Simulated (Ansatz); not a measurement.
**CH₆ClNOSi: from a rough start to a minimum**

The task is to find a stationary geometry of CH₆ClNOSi, check the end point by its vibrations and derive ideal-gas thermochemistry.

Program: Ansatz 0.2.0, Gaussian basis. Level of theory: RKS PBE0-D4/def2-TZVP. These are calculated values, not measurements.

The runs, in order: relaxation at PBE-D4/def2-SVP; relaxation at PBE0-D4/def2-TZVP; harmonic vibrations at the same level.

1 further run of the same task is left out (set aside as unsound or not needed).

**1. The system as given**

SMILES `CO[SiH](N)Cl`, 11 atoms, charge 0, spin multiplicity 1.

Atoms are counted from 1 here; the program's logs count them from 0.

Bond lengths: C1–O2 1.360 Å, C1–H6 1.113 Å, C1–H7 1.092 Å, C1–H8 1.137 Å, O2–Si3 1.627 Å, Si3–N4 1.716 Å, Si3–Cl5 2.053 Å, Si3–H9 1.496 Å, N4–H10 1.063 Å, N4–H11 0.945 Å. Angles: O2–C1–H6 116.0°, O2–C1–H7 114.4°, O2–C1–H8 108.4°, H6–C1–H7 108.3°, H6–C1–H8 102.0°, H7–C1–H8 106.6°, C1–O2–Si3 117.1°, O2–Si3–N4 105.9°, O2–Si3–Cl5 107.4°, O2–Si3–H9 114.1°, N4–Si3–Cl5 105.9°, N4–Si3–H9 113.1°, Cl5–Si3–H9 110.0°, Si3–N4–H10 101.3°, Si3–N4–H11 107.9°, H10–N4–H11 105.9°.

Coordinates:

```xyz
11
CH6ClNOSi
C    -1.1271    1.2880   -0.1843
O    -0.3411    0.2673   -0.6210
Si    0.5207   -0.5355    0.5008
N     1.2211   -1.8735   -0.3140
Cl    2.0884    0.6701    1.0515
H    -0.5935    2.1718    0.2320
H    -1.9014    0.9886    0.5255
H    -1.6646    1.7364   -1.0806
H    -0.2683   -0.9318    1.7079
H     0.3689   -2.3002   -0.7852
H     1.7623   -1.5383   -1.0120
```

The start is a force-field geometry with small random shifts, so a cheaper pass at PBE-D4/def2-SVP comes first.

**2. Geometry optimisation, PBE-D4/def2-SVP (cheap first pass)**

Input file in.yaml:

```yaml
crystal:
  periodic: [false, false, false]
  atoms:
    - {symbol: C, position_ang: [-1.127100, 1.288000, -0.184300]}
    - {symbol: O, position_ang: [-0.341100, 0.267300, -0.621000]}
    - {symbol: Si, position_ang: [0.520700, -0.535500, 0.500800]}
    - {symbol: N, position_ang: [1.221100, -1.873500, -0.314000]}
    - {symbol: Cl, position_ang: [2.088400, 0.670100, 1.051500]}
    - {symbol: H, position_ang: [-0.593500, 2.171800, 0.232000]}
    - {symbol: H, position_ang: [-1.901400, 0.988600, 0.525500]}
    - {symbol: H, position_ang: [-1.664600, 1.736400, -1.080600]}
    - {symbol: H, position_ang: [-0.268300, -0.931800, 1.707900]}
    - {symbol: H, position_ang: [0.368900, -2.300200, -0.785200]}
    - {symbol: H, position_ang: [1.762300, -1.538300, -1.012000]}
basis:
  gaussian: {orbitals: def2-SVP}
hamiltonian: {xc: pbe, dispersion: d4}
relax: {f_tol: 0.03, max_steps: 200}
```

Output, cut to the lines that bear on the results:

```text
Functional definition: PBE
  name "PBE"
  cite "Perdew, Burke & Ernzerhof, Phys. Rev. Lett. 77, 3865 (1996) doi:10.1103/PhysRevLett.77.3865"
  parent pbe
[...]
1212 factors; their error is unknown
[...]
mean field -25049.77335428 eV, -920.5621914237 hartree, gradient 3.9e-5 eV, S^2 0.000000; 0 other end points of the search recorded, 0 dependent functions left out
[...]
reference -25049.77338842 eV, -920.5621926782 hartree; 29, 29 occupied and 79, 79 virtual orbitals, 1212 factors
relax step   1: F+E_penalty+E_count = -25050.02506616 eV  Δ(F+E_penalty+E_count) = +0.000e0 eV  max|allowed force component| = 3.851e0 eV/Å  Δτ_max = 0.0000 Å  (27 SCF iters, accepted)
[...]
relax step   5: F+E_penalty+E_count = -25050.58349975 eV  Δ(F+E_penalty+E_count) = +5.177e-3 eV  max|allowed force component| = 4.963e-1 eV/Å  Δτ_max = 0.2000 Å  (28 SCF iters, rejected (line search))
[...]
relax step   9: F+E_penalty+E_count = -25050.59322222 eV  Δ(F+E_penalty+E_count) = +2.383e-2 eV  max|allowed force component| = 1.089e0 eV/Å  Δτ_max = 0.1662 Å  (27 SCF iters, rejected (line search))
[...]
relax step  13: F+E_penalty+E_count = -25050.62185545 eV  Δ(F+E_penalty+E_count) = -8.878e-4 eV  max|allowed force component| = 2.932e-2 eV/Å  Δτ_max = 0.0341 Å  (28 SCF iters, accepted)
[...]
relax step  17: F+E_penalty+E_count = -25050.62300032 eV  Δ(F+E_penalty+E_count) = -2.209e-4 eV  max|allowed force component| = 2.553e-2 eV/Å  Δτ_max = 0.0350 Å  (28 SCF iters, accepted)
1212 factors; their error is unknown
mean field -25050.37489995 eV, -920.5842978190 hartree, gradient 2.1e-5 eV, S^2 0.000000; 1 other end points of the search recorded, 0 dependent functions left out
[...]
reference -25050.37493545 eV, -920.5842991236 hartree; 29, 29 occupied and 79, 79 virtual orbitals, 1212 factors
Total energy: -25050.62303582 eV, -920.5934166443 hartree
Atom 0 at    -1.200610     1.493532    -0.182345 Å, force     0.002830     0.001515     0.000143 eV/Å
Atom 1 at    -0.569981     0.274834    -0.533207 Å, force    -0.007886    -0.000049    -0.000695 eV/Å
Atom 2 at     0.465598    -0.601642     0.441557 Å, force     0.008386    -0.003965     0.006151 eV/Å
Atom 3 at     1.257516    -1.846104    -0.431115 Å, force    -0.010984    -0.008178    -0.024088 eV/Å
Atom 4 at     1.882494     0.756934     1.164762 Å, force    -0.002137    -0.001391     0.000327 eV/Å
Atom 5 at    -0.467425     2.245415     0.186081 Å, force     0.001313     0.001467     0.001595 eV/Å
Atom 6 at    -1.974628     1.349611     0.606571 Å, force     0.000233    -0.003101    -0.002169 eV/Å
Atom 7 at    -1.701632     1.903402    -1.083036 Å, force     0.000114    -0.000073    -0.000375 eV/Å
Atom 8 at    -0.247154    -1.224595     1.602042 Å, force     0.002827     0.002565    -0.005461 eV/Å
Atom 9 at     0.828230    -2.773137    -0.473984 Å, force     0.020255     0.025411    -0.000956 eV/Å
Atom 10 at     1.792993    -1.635350    -1.276725 Å, force    -0.014952    -0.014200     0.025528 eV/Å
Dipole moment:    -0.214059    -0.205548    -0.222113 e Å
```

It took 38 s on 4 threads, shared host.

The steps of the relaxation: (the energy doesn't fall at every step)

| step | energy from step 1 (eV) | largest force component (eV/Å) |
| --- | --- | --- |
| 1 | 0.0000 | 3.8510 |
| 2 | -0.4633 | 1.2430 |
| 3 | -0.5114 | 0.6246 |
| 4 | -0.5636 | 0.3249 |
| 5 | -0.5584 | 0.4963 |
| 6 | -0.5831 | 0.2302 |
| 7 | -0.5907 | 0.0768 |
| 8 | -0.5920 | 0.0414 |
| 9 | -0.5682 | 1.0890 |
| 10 | -0.5941 | 0.0626 |
| 11 | -0.5944 | 0.2943 |
| 12 | -0.5959 | 0.0520 |
| 13 | -0.5968 | 0.0293 |
| 14 | -0.5972 | 0.1024 |
| 15 | -0.5975 | 0.0480 |
| 16 | -0.5977 | 0.0207 |
| 17 | -0.5979 | 0.0255 |

The force was under the threshold of 0.03 eV/Å already at step 13, but the program went on to step 17.

Close pairs (by a distance rule), those that changed most:

| bond | before (Å) | after (Å) | change (Å) |
| --- | --- | --- | --- |
| N4–H11 | 0.945 | 1.023 | +0.078 |
| C1–O2 | 1.360 | 1.416 | +0.056 |
| O2–Si3 | 1.627 | 1.671 | +0.044 |
| N4–H10 | 1.063 | 1.023 | -0.041 |
| Si3–Cl5 | 2.053 | 2.092 | +0.039 |
| C1–H8 | 1.137 | 1.109 | -0.028 |
| C1–H7 | 1.092 | 1.115 | +0.022 |
| Si3–N4 | 1.716 | 1.714 | -0.002 |

**3. Geometry optimisation, PBE0-D4/def2-TZVP**

Input file in.yaml:

```yaml
crystal:
  periodic: [false, false, false]
  atoms:
    - {symbol: C, position_ang: [-1.200610, 1.493532, -0.182345]}
    - {symbol: O, position_ang: [-0.569981, 0.274834, -0.533207]}
    - {symbol: Si, position_ang: [0.465598, -0.601642, 0.441557]}
    - {symbol: N, position_ang: [1.257516, -1.846104, -0.431115]}
    - {symbol: Cl, position_ang: [1.882494, 0.756934, 1.164762]}
    - {symbol: H, position_ang: [-0.467425, 2.245415, 0.186081]}
    - {symbol: H, position_ang: [-1.974628, 1.349611, 0.606571]}
    - {symbol: H, position_ang: [-1.701632, 1.903402, -1.083036]}
    - {symbol: H, position_ang: [-0.247154, -1.224595, 1.602042]}
    - {symbol: H, position_ang: [0.828230, -2.773137, -0.473984]}
    - {symbol: H, position_ang: [1.792993, -1.635350, -1.276725]}
basis:
  gaussian: {orbitals: def2-TZVP}
hamiltonian: {xc: pbe0, dispersion: d4}
relax: {f_tol: 0.005, max_steps: 150}
```

Output, cut to the lines that bear on the results:

```text
Functional definition: PBE0
  name "PBE0"
  cite "Adamo & Barone, J. Chem. Phys. 110, 6158 (1999) doi:10.1063/1.478522"
  cite "Perdew, Burke & Ernzerhof, Phys. Rev. Lett. 77, 3865 (1996) doi:10.1103/PhysRevLett.77.3865"
  parent pbe
[...]
1286 factors; their error is unknown
[...]
mean field -25065.38414094 eV, -921.1358772519 hartree, gradient 3.1e-5 eV, S^2 0.000000; 0 other end points of the search recorded, 0 dependent functions left out
[...]
reference -25065.38417443 eV, -921.1358784826 hartree; 29, 29 occupied and 174, 174 virtual orbitals, 1286 factors
relax step   1: F+E_penalty+E_count = -25065.59464117 eV  Δ(F+E_penalty+E_count) = +0.000e0 eV  max|allowed force component| = 7.165e-1 eV/Å  Δτ_max = 0.0000 Å  (28 SCF iters, accepted)
[...]
Atom 1 at    -0.495651     0.323170    -0.581228 Å, force    -0.001044     0.001996     0.000532 eV/Å
Atom 2 at     0.460734    -0.566620     0.395780 Å, force    -0.001955     0.003380    -0.001862 eV/Å
Atom 3 at     1.212022    -1.847029    -0.411201 Å, force     0.002047    -0.002439    -0.001582 eV/Å
Atom 4 at     1.933562     0.671553     1.129690 Å, force    -0.001602    -0.002749     0.001029 eV/Å
Atom 5 at    -0.513816     2.282844     0.093643 Å, force    -0.000123    -0.000680    -0.000284 eV/Å
Atom 6 at    -1.839264     1.261906     0.699714 Å, force     0.000431     0.000441     0.000144 eV/Å
Atom 7 at    -1.834462     1.797906    -0.992775 Å, force    -0.000108    -0.000375     0.000360 eV/Å
Atom 8 at    -0.330930    -1.080366     1.534573 Å, force     0.002130     0.000551     0.000638 eV/Å
Atom 9 at     0.700016    -2.685100    -0.632477 Å, force     0.003696     0.004538    -0.000086 eV/Å
Atom 10 at     1.974566    -1.687568    -1.048733 Å, force    -0.004309    -0.002789     0.001991 eV/Å
Dipole moment:    -0.233487    -0.158899    -0.208809 e Å
```

It took 2.4 min on 4 threads, shared host; peak memory 0.57 GiB.

The steps of the relaxation:

| step | energy from step 1 (eV) | largest force component (eV/Å) |
| --- | --- | --- |
| 1 | 0.0000 | 0.7165 |
| 2 | -0.0653 | 0.4702 |
| 3 | -0.0776 | 0.1076 |
| 4 | -0.0777 | 0.1908 |
| 5 | -0.0799 | 0.0593 |
| 6 | -0.0797 | 0.1188 |
| 7 | -0.0806 | 0.0250 |
| 8 | -0.0810 | 0.0295 |
| 9 | -0.0812 | 0.0245 |
| 10 | -0.0813 | 0.0180 |
| 11 | -0.0814 | 0.0321 |
| 12 | -0.0815 | 0.0231 |
| 13 | -0.0815 | 0.0123 |
| 14 | -0.0816 | 0.0200 |
| 15 | -0.0817 | 0.0511 |
| 16 | -0.0818 | 0.0507 |
| 17 | -0.0819 | 0.0826 |
| 18 | -0.0819 | 0.0699 |
| 19 | -0.0821 | 0.0371 |
| 20 | -0.0822 | 0.0085 |
| 21 | -0.0822 | 0.0083 |
| 22 | -0.0822 | 0.0034 |
| 23 | -0.0822 | 0.0030 |
| 24 | -0.0822 | 0.0079 |
| 25 | -0.0822 | 0.0045 |

The force was under the threshold of 0.005 eV/Å already at step 22, but the program went on to step 25.

Distances of close pairs at the start and the end, largest changes first:

| bond | before (Å) | after (Å) | change (Å) |
| --- | --- | --- | --- |
| O2–Si3 | 1.671 | 1.631 | -0.039 |
| Si3–Cl5 | 2.092 | 2.059 | -0.033 |
| Si3–N4 | 1.714 | 1.690 | -0.024 |
| C1–H6 | 1.113 | 1.094 | -0.019 |
| Si3–H9 | 1.498 | 1.479 | -0.019 |
| C1–H7 | 1.115 | 1.096 | -0.019 |
| C1–H8 | 1.109 | 1.091 | -0.018 |
| N4–H11 | 1.023 | 1.007 | -0.016 |

Mulliken charges at the end point, from the run's report:

| atom | value (e) |
| --- | --- |
| C1 | -0.21 |
| O2 | -0.31 |
| Si3 | 0.59 |
| N4 | -0.62 |
| Cl5 | -0.27 |
| H6 | 0.13 |
| H7 | 0.12 |
| H8 | 0.13 |
| H9 | -0.05 |
| H10 | 0.24 |
| H11 | 0.25 |

**4. Harmonic vibrations**

Input file in.yaml:

```yaml
crystal:
  periodic: [false, false, false]
  atoms:
    - {symbol: C, position_ang: [-1.201376, 1.472205, -0.166385]}
    - {symbol: O, position_ang: [-0.495651, 0.323170, -0.581228]}
    - {symbol: Si, position_ang: [0.460734, -0.566620, 0.395780]}
    - {symbol: N, position_ang: [1.212022, -1.847029, -0.411201]}
    - {symbol: Cl, position_ang: [1.933562, 0.671553, 1.129690]}
    - {symbol: H, position_ang: [-0.513816, 2.282844, 0.093643]}
    - {symbol: H, position_ang: [-1.839264, 1.261906, 0.699714]}
    - {symbol: H, position_ang: [-1.834462, 1.797906, -0.992775]}
    - {symbol: H, position_ang: [-0.330930, -1.080366, 1.534573]}
    - {symbol: H, position_ang: [0.700016, -2.685100, -0.632477]}
    - {symbol: H, position_ang: [1.974566, -1.687568, -1.048733]}
basis:
  gaussian: {orbitals: def2-TZVP}
hamiltonian: {xc: pbe0, dispersion: d4}
phonons: {temperatures: {t_min: 298.15, t_max: 900, t_step: 200}}
```

Output, cut to the lines that bear on the results:

```text
Functional definition: PBE0
  name "PBE0"
  cite "Adamo & Barone, J. Chem. Phys. 110, 6158 (1999) doi:10.1063/1.478522"
  cite "Perdew, Burke & Ernzerhof, Phys. Rev. Lett. 77, 3865 (1996) doi:10.1103/PhysRevLett.77.3865"
  parent pbe
[...]
1286 factors; their error is unknown
[...]
mean field -25065.46511095 eV, -921.1388528449 hartree, gradient 2.5e-5 eV, S^2 0.000000; 0 other end points of the search recorded, 0 dependent functions left out
[...]
reference -25065.46514372 eV, -921.1388540493 hartree; 29, 29 occupied and 174, 174 virtual orbitals, 1286 factors
[...]
1286 factors; their error is unknown
mean field -25065.46494217 eV, -921.1388466422 hartree, gradient 1.2e-6 eV, S^2 0.000000; 0 other end points of the search recorded, 0 dependent functions left out
[...]
reference -25065.46497495 eV, -921.1388478470 hartree; 29, 29 occupied and 174, 174 virtual orbitals, 1286 factors
[...]
Atom 4 at     1.933562     0.671553     1.129690 Å, force    -0.001788    -0.002781     0.000995 eV/Å
Atom 5 at    -0.513816     2.282844     0.093643 Å, force    -0.000073    -0.000752    -0.000293 eV/Å
Atom 6 at    -1.839264     1.261906     0.699714 Å, force     0.000432     0.000450     0.000141 eV/Å
Atom 7 at    -1.834462     1.797906    -0.992775 Å, force    -0.000118    -0.000364     0.000348 eV/Å
Atom 8 at    -0.330930    -1.080366     1.534573 Å, force     0.002122     0.000590     0.000651 eV/Å
Atom 9 at     0.700016    -2.685100    -0.632477 Å, force     0.003687     0.004538    -0.000100 eV/Å
Atom 10 at     1.974566    -1.687568    -1.048733 Å, force    -0.004308    -0.002785     0.001996 eV/Å
Dipole moment:    -0.233477    -0.158902    -0.208812 e Å
Vibrations: 51.06 94.24 140.85 157.88 252.16 306.44 332.21 355.54 523.48 727.22 782.85 856.87 895.73 939.85 1146.78 1183.11 1216.00 1479.56 1495.40 1498.73 1575.06 2255.23 3022.12 3089.10 3128.65 3611.89 3709.10 cm⁻¹, zero-point energy 2.159005 eV
```

Run time: 4.4 min. Hardware: 4 threads, shared host; peak memory 0.57 GiB.

Motions are named by where the mode's potential energy lies. Wavenumbers, unscaled:

| mode | cm⁻¹ | motion |
| --- | --- | --- |
| 1 | 51 | torsion |
| 2 | 94 | torsion |
| 3 | 141 | torsion with bend |
| 4 | 158 | bend with torsion |
| 5 | 252 | bend with torsion |
| 6 | 306 | bend with torsion |
| 7 | 332 | torsion |
| 8 | 356 | bend with torsion |
| 9 | 523 | Si–Cl stretch |
| 10 | 727 | bend with torsion |
| 11 | 783 | Si–O stretch |
| 12 | 857 | bend with torsion |
| 13 | 896 | bend |
| 14 | 940 | Si–N stretch |
| 15 | 1147 | C–O stretch |
| 16 | 1183 | bend |
| 17 | 1216 | bend |
| 18 | 1480 | bend |
| 19 | 1495 | bend |
| 20 | 1499 | bend |
| 21 | 1575 | bend |
| 22 | 2255 | Si–H stretch |
| 23 | 3022 | C–H stretch |
| 24 | 3089 | C–H stretch |
| 25 | 3129 | C–H stretch |
| 26 | 3612 | N–H stretch |
| 27 | 3709 | N–H stretch |

From these modes and the moments of inertia (298.15 K, 1 bar, symmetry number 1):

| term | value |
| --- | --- |
| zero-point energy | 208.3 kJ/mol |
| H(298) − E | 231.7 kJ/mol |
| entropy, translation | 167.7 J/(mol K) |
| entropy, rotation | 114.7 J/(mol K) |
| entropy, vibration | 87.5 J/(mol K) |
| entropy, total | 369.8 J/(mol K) |

**5. Outcome**

```
                  quantity            value
               point group               C1
                     steps          17 + 25
shift from the start (rms)          0.255 Å
              total energy   -25065.6769 eV
           dispersion term         -212 meV
             dipole moment           1.69 D
lowest, highest wavenumber    51, 3709 cm⁻¹
         zero-point energy     208.3 kJ/mol
       entropy at 298.15 K  369.8 J/(mol K)
```

The relaxed geometry lies 0.26 Å (rms) from the start; the bond that changed most is N4–H11, from 0.945 to 1.007 Å. No mode is imaginary: a true minimum at this level. The stiffest mode, 3709 cm⁻¹, is an N–H stretch, and 4 modes under 200 cm⁻¹ make the vibrational entropy uncertain. Harmonic hybrid wavenumbers usually lie a few per cent above measured fundamentals. The largest Mulliken charge, -0.62 e, sits on N4.
